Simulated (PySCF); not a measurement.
# H6LuO3 (Lu(H2O)33+): the cost of one run

The runs use PySCF 2.14.0; B3LYP, Lu def2-SVP with ECP28, O def2-SVP, H def2-SVP; scalar-relativistic core potentials, no spin–orbit coupling.

2 further runs of the same task are left out: 1 for a known fault of the program, 1 that didn't finish.

## 1. The starting structure

10 atoms, charge 3, spin multiplicity 1.

Bond lengths: Lu1–O2 2.160 Å, Lu1–O5 2.160 Å, Lu1–O8 2.160 Å, O2–H3 0.994 Å, O2–H4 0.994 Å, O5–H6 0.994 Å, O5–H7 0.994 Å, O8–H9 0.994 Å, O8–H10 0.994 Å. Angles: O2–Lu1–O5 120.0°, O2–Lu1–O8 120.0°, O5–Lu1–O8 120.0°, Lu1–O2–H3 128.4°, Lu1–O2–H4 128.4°, H3–O2–H4 103.2°, Lu1–O5–H6 128.4°, Lu1–O5–H7 128.4°, H6–O5–H7 103.2°, Lu1–O8–H9 128.4°, Lu1–O8–H10 128.4°, H9–O8–H10 103.2°.

Coordinates:

```
Lu    0.0000    0.0000    0.0000
O     2.1601    0.0000    0.0000
H     2.7777   -0.7398    0.2431
H     2.7777    0.7397   -0.2431
O    -1.0800    1.8707    0.0000
H    -0.7482    2.7755    0.2431
H    -2.0295    2.0357   -0.2431
O    -1.0801   -1.8707    0.0000
H    -2.0295   -2.0357    0.2431
H    -0.7482   -2.7755   -0.2431
```

Formal oxidation states: Lu +3. An earlier session relaxed this geometry at B3LYP, Lu def2-SVP with ECP28, O def2-SVP, H def2-SVP (singlet, point group D3).

Its energy there is -1464.264338 Eh.

## 2. Multiplicity 3 at the relaxed geometry

The input, run.py (the lines that set the calculation):

```python
mol = gto.M(atom='''
Lu     0.00000     0.00000     0.00000
O      2.16012    -0.00001     0.00000
H      2.77772    -0.73976     0.24307
H      2.77773     0.73973    -0.24307
O     -1.08005     1.87072     0.00000
H     -0.74821     2.77546     0.24307
H     -2.02949     2.03572    -0.24307
O     -1.08007    -1.87071     0.00000
H     -2.02952    -2.03570     0.24307
H     -0.74824    -2.77545    -0.24307''',
    basis={'Lu': 'def2-SVP', 'O': 'def2-SVP', 'H': 'def2-SVP'},
    ecp={'Lu': 'def2-SVP'},
    charge=3, spin=2)
mf = dft.UKS(mol, xc='B3LYP')
mf.grids.atom_grid = (50, 194)  # f atoms: unpruned, at least (60, 302)
mf = mf.density_fit()  # fitting sets: Lu def2-universal-JKFIT, O def2-universal-JKFIT, H def2-universal-JKFIT
mf.conv_tol = 1e-08; mf.max_cycle = 55
mf.kernel(dm0)  # dm0: free metal ions and neutral atoms
```

Started as:

```console
> OMP_NUM_THREADS=4 python run.py
```

**Question.** How long does this run take on 4 threads of Arm Neoverse V1, shared host?

About 53 s.
